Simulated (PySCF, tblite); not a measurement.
# C₄H₁₀BNO₂: geometry, infrared bands and NMR shifts

Wanted: the infrared bands and NMR shifts of C₄H₁₀BNO₂ (`CCOB(C)NC=O`), by calculation.

Programs: tblite 0.8.0 and PySCF 2.14.0, with density-fitted response routines of our own. Each step states its level of theory. These are calculated values for one molecule in the gas phase, unless marked as measured. Atoms count from 0, in the outputs and in this text.

### 1 The molecule as given

18 atoms, charge 0, multiplicity 1; geometry from: force field or distance geometry start.

Bonds of the start (Å): C0–C1 1.52, C1–O2 1.39, O2–B3 1.48, B3–C4 1.61, B3–N5 1.52, N5–C6 1.40, C6–O7 1.24, C0–H8 1.13, C0–H9 1.10, C0–H10 1.11, C1–H11 1.12, C1–H12 1.10, C4–H13 1.11, C4–H14 1.13, C4–H15 1.11, N5–H16 1.07, C6–H17 1.09.

### 2 Relaxing the molecule with GFN2-xTB

The job: settings as JSON, then the geometry in Å.

```
{"job": {"kind": "relax", "xc": "GFN2-xTB", "basis": "xTB"}, "charge": 0, "multiplicity": 1}
C      2.810200     0.564500    -0.338800
C      1.346000     0.163200    -0.431000
O      0.659500     0.333600     0.764700
B     -0.725400    -0.105000     0.471000
C     -0.778300    -1.593500    -0.137900
N     -1.566600     0.931300    -0.266400
C     -2.899800     0.707200    -0.632800
O     -3.490700    -0.354700    -0.370300
H      2.947000     1.680800    -0.404300
H      3.334700     0.136500     0.529000
H      3.311100     0.158000    -1.244400
H      1.286900    -0.929000    -0.660900
H      0.846400     0.725600    -1.227100
H     -0.059600    -2.258200     0.377600
H     -0.568300    -1.540400    -1.242900
H     -1.822600    -1.953300    -0.035600
H     -1.152100     1.877600    -0.527600
H     -3.487300     1.462200    -1.163300
```

The run is started by

```console
$ OMP_NUM_THREADS=1 python probes_run.py task.json out
```

The driver reads the jobs from task.json and runs them one after another.

**Question.** This job is followed by: GFN2-xTB harmonic vibrations, gas phase; GIAO PBE0/pcSseg-1 NMR shielding, non-relativistic, gas phase. What will the session give for the following? strongest single infrared mode (GFN2-xTB); zero-point energy (GFN2-xTB); 13C shifts against TMS (PBE0/pcSseg-1); 1H shifts against TMS (PBE0/pcSseg-1, means over atoms taken as alike); 17O shifts against H2O (PBE0/pcSseg-1); 11B shifts against BF3·OEt2 (PBE0/pcSseg-1); 15N shifts against NH3 (PBE0/pcSseg-1).

**Answer**, as computed:

```
                                                              quantity                             value
                             strongest single infrared mode (GFN2-xTB)             1380 cm⁻¹, 595 km/mol
                                          zero-point energy (GFN2-xTB)                     91.4 kcal/mol
                                13C shifts against TMS (PBE0/pcSseg-1)       166.2, 64.4, 19.9, -1.1 ppm
1H shifts against TMS (PBE0/pcSseg-1, means over atoms taken as alike)  8.56, 5.55, 4.28, 1.22, 0.83 ppm
                                17O shifts against H2O (PBE0/pcSseg-1)                  472.3, 156.5 ppm
                           11B shifts against BF3·OEt2 (PBE0/pcSseg-1)                          32.3 ppm
                                15N shifts against NH3 (PBE0/pcSseg-1)                         171.5 ppm
```

In words: Over 191 steps the energy fell by 2.083 eV; of the close pairs, O2–B3 changed most, 1.482 to 1.347 Å. All 48 modes are real, so the xTB geometry is a minimum. The strongest single mode, at 1380 cm⁻¹, is carried by N5, H16, C6. Unscaled tight-binding wavenumbers are off by several per cent, some by more. Its intensities can rank the bands wrongly. At PBE0/pcSseg-1: The largest span, 814 ppm, is at O7, where the paramagnetic term is -538 ppm.
